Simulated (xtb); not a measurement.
# [C4H2CuO4S2]2− ([Cu(ox)(edt)]2-) at GFN2-xTB

We compute a structure relaxation of [C4H2CuO4S2]2− ([Cu(ox)(edt)]2-). 

Program for the calculation: xtb 6.7.1.

2 further runs of the same task are left out: 2 set aside as unsound or not needed.

## Step 1: The system as given

[C4H2CuO4S2]2− has 13 atoms, charge -2, and is taken as a doublet. SMILES: `O=C1[O][Cu-2]2([O]C1=O)[S]C=C[S]2`. Geometry: a GFN2-xTB relaxation, a rough one for these elements and not checked as a minimum. The run starts from this shape.

Bond lengths: Cu1–O2 1.885 Å, O2–C3 1.272 Å, C3–O4 1.235 Å, C3–C5 1.539 Å, C5–O6 1.235 Å, Cu1–O7 1.887 Å, C5–O7 1.272 Å, Cu1–S8 2.208 Å, S8–C9 1.734 Å, C9–C10 1.345 Å, Cu1–S11 2.212 Å, C10–S11 1.734 Å, C9–H12 1.076 Å, C10–H13 1.076 Å. Some angles: Cu1–O2–C3 110.2°, O2–Cu1–O7 88.6°, O2–Cu1–S8 117.2°, O2–Cu1–S11 117.1°, O7–Cu1–S8 117.6°, O7–Cu1–S11 116.6°, S8–Cu1–S11 100.8°, O2–C3–O4 124.3°, O2–C3–C5 115.5°, O4–C3–C5 120.2°.

## Step 2: A geometry optimisation at GFN2-xTB

geom.xyz

```xyz
13
C4H2CuO4S2
Cu     0.04968000     0.06483000     0.00867000
O      1.65529000     0.37923000     0.94426000
C      2.19932000     1.45357000     0.53577000
O      3.26468000     1.90272000     0.97071000
C      1.43517000     2.20473000    -0.56951000
O      1.88730000     3.25651000    -1.03331000
O      0.34789000     1.66381000    -0.94705000
S     -1.80071000    -0.08289000     1.20364000
C     -2.25652000    -1.59523000     0.48765000
C     -1.57589000    -2.27045000    -0.45559000
S     -0.07560000    -1.79390000    -1.18321000
H     -3.18430000    -1.97752000     0.87720000
H     -1.94630000    -3.20539000    -0.83922000
```

Started as:

```console
$ xtb --gfn 2 -o vtight --chrg -2 -u 1 -- geom.xyz > geom.out
```

**Question.** What will come out? Wanted: total energy at the end; HOMO energy; LUMO energy; dispersion energy; mean polarisability.

Answer, from the run:

At GFN2-xTB:

| quantity | value |
| --- | --- |
| total energy at the end | -36.70492 Eh |
| HOMO energy (partly filled) | -2.10 eV |
| LUMO energy | 0.48 eV |
| dispersion energy | -43.88 kJ/mol |
| mean polarisability (D4 model) | 134.4 bohr³ |

In words: At the final geometry: Bond lengths: Cu1–O2 1.884 Å, O2–C3 1.281 Å, C3–O4 1.231 Å, C3–C5 1.550 Å, C5–O6 1.231 Å, Cu1–O7 1.884 Å, C5–O7 1.281 Å, Cu1–S8 2.282 Å, S8–C9 1.727 Å, C9–C10 1.345 Å, Cu1–S11 2.282 Å, C10–S11 1.727 Å, C9–H12 1.085 Å, C10–H13 1.085 Å. Some angles: Cu1–O2–C3 111.3°, O2–Cu1–O7 88.0°, O2–Cu1–S8 117.9°, O2–Cu1–S11 118.1°, O7–Cu1–S8 118.1°, O7–Cu1–S11 117.9°, S8–Cu1–S11 98.4°, O2–C3–O4 124.2°, O2–C3–C5 114.7°, O4–C3–C5 121.1°. The optimisation took 11 steps and changed the energy by -0.046 eV.
